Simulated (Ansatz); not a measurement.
# CH₄AlBrO₂: basis-set convergence

Aim: see how fast density functionals converge with the basis set for CH₄AlBrO₂.

The runs use Ansatz 0.2.0, Gaussian basis; one geometry, several basis sets.

Plan: PBE0-D4/def2-SVP; ωB97M-V/def2-SVP; PBE0-D4/def2-QZVPP; ωB97M-V/def2-QZVPP; the functionals' def2-TZVPP values are taken from earlier runs.

## 1. Structure used throughout

The geometry comes from an earlier relaxation with PBE0-D4 in a triple-zeta def2 set; it is a stationary point, not always the lowest conformer.

SMILES `C[O][Al]([OH])[Br]`, 9 atoms, charge 0, spin multiplicity 1.

Atoms are counted from 1 here; the program's logs count them from 0.

Bond lengths: C1–O2 1.399 Å, C1–H6 1.096 Å, C1–H7 1.094 Å, C1–H8 1.094 Å, O2–Al3 1.667 Å, Al3–O4 1.681 Å, Al3–Br5 2.251 Å, O4–H9 0.956 Å. Angles: O2–C1–H6 112.4°, O2–C1–H7 109.8°, O2–C1–H8 109.8°, H6–C1–H7 108.3°, H6–C1–H8 108.3°, H7–C1–H8 108.1°, C1–O2–Al3 135.9°, O2–Al3–O4 118.9°, O2–Al3–Br5 120.0°, O4–Al3–Br5 121.1°, Al3–O4–H9 122.2°.

## 2. PBE0-D4 in def2-SVP

in.yaml

```yaml
crystal:
  periodic: [false, false, false]
  atoms:
    - {symbol: C, position_ang: [0.244677, -1.485017, -0.832799]}
    - {symbol: O, position_ang: [-0.015336, -0.679119, 0.281108]}
    - {symbol: Al, position_ang: [-0.149637, 0.957170, 0.570025]}
    - {symbol: O, position_ang: [-0.484852, 1.481138, 2.131583]}
    - {symbol: Br, position_ang: [0.117971, 2.424569, -1.116447]}
    - {symbol: H, position_ang: [0.401754, -0.898759, -1.745507]}
    - {symbol: H, position_ang: [1.140223, -2.087723, -0.653680]}
    - {symbol: H, position_ang: [-0.594986, -2.165861, -1.002514]}
    - {symbol: H, position_ang: [-0.571314, 2.407300, 2.351134]}
basis:
  gaussian: {orbitals: def2-SVP}
hamiltonian: {xc: pbe0, dispersion: d4}
output: {orbitals: {seedname: orbitals}}
```

Command:

```console
ansatz run in.yaml --threads 4 --pin off --events-out ev --progress --plain --max-ram 10444MiB
```

The runs that follow: ωB97M-V in def2-SVP; PBE0-D4 in def2-QZVPP; ωB97M-V in def2-QZVPP.

Q: Predict the results of all the runs planned. Wanted: PBE0-D4: double and triple zeta above quadruple; ωB97M-V: double and triple zeta above quadruple.

The runs gave:

```
                                       quantity           value
PBE0-D4: double and triple zeta above quadruple  19.22, 1.96 eV
ωB97M-V: double and triple zeta above quadruple  19.25, 1.88 eV
```

In words: PBE0-D4 gains 17.27 eV from double to triple zeta, then 1.96 eV more. Total energies overstate the basis error of differences, where much of it tends to cancel. The LUMO of ωB97M-V is positive and keeps falling with the basis (1.17 to 0.52 eV): an unbound level that the basis holds in place.
